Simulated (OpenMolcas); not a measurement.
# Tc⁵⁺ among point charges: CASSCF and CASPT2 levels and susceptibility

Aim: the splitting of the states of Tc⁵⁺ in the field of 6 point charges, its lowest levels with spin-orbit coupling and its magnetic susceptibility.

The numbers are computed with OpenMolcas 26.06 (state-averaged CASSCF and CASPT2, spin-orbit coupling by RASSI with atomic mean-field integrals), except any that are marked as measured or tabulated.

## Step 1: The atom as given

```
Species                           : Tc⁵⁺ (technetium, Z = 43, 38 electrons)
Basis                             : ANO-RCC-VTZP [7s6p4d2f1g], 68 functions
Scalar Hamiltonian                : DKH2, point nucleus
Inactive shells                   : 1s 2s 2p 3s 3p 3d 4s 4p
Active space                      : 2 electrons in 5 orbitals (4d)
Some configurations of this space : 4d2
Orbitals                          : optimised for each spin and parity, averaged over all roots
```

The outer shells:

4d2
```
4d [↑ ][↑ ][  ][  ][  ]
```

The ion sits among 6 point charges of -1.7 e arranged as a trigonal prism (D3h), 2.11 Å from the ion, with a polar angle of 57.0° against the regular 49.1°.

The work runs as a chain of OpenMolcas steps in one folder; each step below is one input file. Labels, J, g values, rates, χT and fits are worked out afterwards by a script from the matrices that RASSI stores.

## Step 2: GATEWAY and SEWARD: basis and integrals

a.inp

```
&GATEWAY
Coord
1

Tc 0.0 0.0 0.0
Basis=ANO-RCC-VTZP
Group=NoSym
NoMove
AngMom=0.0 0.0 0.0
AMFI
XField
6 Angstrom 0
1.768712 0.000000 1.150547 -1.700000
-0.884356 1.531749 1.150547 -1.700000
-0.884356 -1.531749 1.150547 -1.700000
1.768712 0.000000 -1.150547 -1.700000
-0.884356 1.531749 -1.150547 -1.700000
-0.884356 -1.531749 -1.150547 -1.700000
&SEWARD
```

Started as:

```sh
> OMP_NUM_THREADS=1 MOLCAS_MEM=1689 MOLCAS_PROJECT=a pymolcas a.inp > a.log
```

## Step 3: Reference wave functions, triplets, 10 roots

a.inp

```
&RASSCF
FileOrb=start.orb
Symmetry=1
Spin=3
nActEl=2 0 0
Inactive=18
Ras2=5
CIRoot=10 10 1
SDav=10
CIMx=300
Iter=120 100
PrWF=0.3
OrbListing=Nothing
MaxOrb=0
>>> COPY $Project.JobIph JOB001
```

start.orb holds the contracted functions of the basis, ordered by shell, or the orbitals of the step before.

## Step 4: CASSCF: singlets, 15 roots

a.inp

```
&RASSCF
FileOrb=start.orb
Symmetry=1
Spin=1
nActEl=2 0 0
Inactive=18
Ras2=5
CIRoot=15 15 1
SDav=15
CIMx=300
Iter=120 100
PrWF=0.3
OrbListing=Nothing
MaxOrb=0
>>> COPY $Project.JobIph JOB002
```

## Step 5: RASSI: spin-orbit coupling between the states

a.inp

```
&RASSI
NrOfJobIphs=2 10 15
1 2 3 4 5 6 7 8 9 10
1 2 3 4 5 6 7 8 9 10 11 12 13 14 15
IphNames
JOB001
JOB002
EJob
SpinOrbit
DIPRint=1.0
SOCoupling=1000.0
Subsets=2
Property=9
'ANGMOM' 1 'ANGMOM' 2 'ANGMOM' 3 'MLTPL  1' 1 'MLTPL  1' 2 'MLTPL  1' 3
'AMFI' 1 'AMFI' 2 'AMFI' 3
SOProperty=3
'ANGMOM' 1 'ANGMOM' 2 'ANGMOM' 3
```

## Step 6: CASPT2: IPEA 0.25, imaginary shift 0.1 (closed shells correlated: 4s 4p)

a.inp

```
>>> COPY JOB001 $Project.JobIph
&CASPT2
Multistate=10 1 2 3 4 5 6 7 8 9 10
NoMult
Frozen=14
IPEA=0.25
Imaginary=0.1
MaxIter=60
WThr=0.0 0.3 0.05
PrWF=0.5
NoMix
>>> COPY JOB002 $Project.JobIph
&CASPT2
Multistate=15 1 2 3 4 5 6 7 8 9 10 11 12 13 14 15
NoMult
Frozen=14
IPEA=0.25
Imaginary=0.1
MaxIter=60
WThr=0.0 0.3 0.05
PrWF=0.5
NoMix
```

(Steps that only read results are left out.)

**Question.** What will these runs give? Wanted: spin-free ground state; first state of the same spin within the active space; lowest level; next level.

The runs gave:

```
                                            quantity                                                                        value
                                              method  SS-CASPT2, IPEA 0.25, imaginary shift 0.1 (closed shells correlated: 4s 4p)
                              spin-free ground state                                               3E, 2-fold in its orbital part
first state of the same spin within the active space                                                              3E at 1340 cm⁻¹
                                        lowest level                                               2-fold E, g = 0.00, 0.00, 0.47
                                          next level                                                                   753.2 cm⁻¹
                                         χT at 300 K                                                               0.14 cm³ K/mol
                           effective moment at 300 K                                                                      1.07 μB
```

Cost by method:

| method | time of its own steps | time with the reference |
| --- | --- | --- |
| A. CASSCF | 6 s | 6 s |
| B. SS-CASPT2, IPEA 0.25, imaginary shift 0.1, +4s 4p | 5.7 s | 12 s |

Times are of one thread on a shared host.

What this shows: The spin-free ground state (3E) comes to 100 % from free-ion F terms and keeps the highest spin of the shell. χT at 300 K is 0.14, against 1.00 cm³ K/mol for the spin alone, so spin-orbit coupling lowers it. CASPT2 does not keep the components of a term degenerate, and the means are used. The field of point charges can differ much from that of real complexes. This is an electrostatic model: the charges have no orbitals.
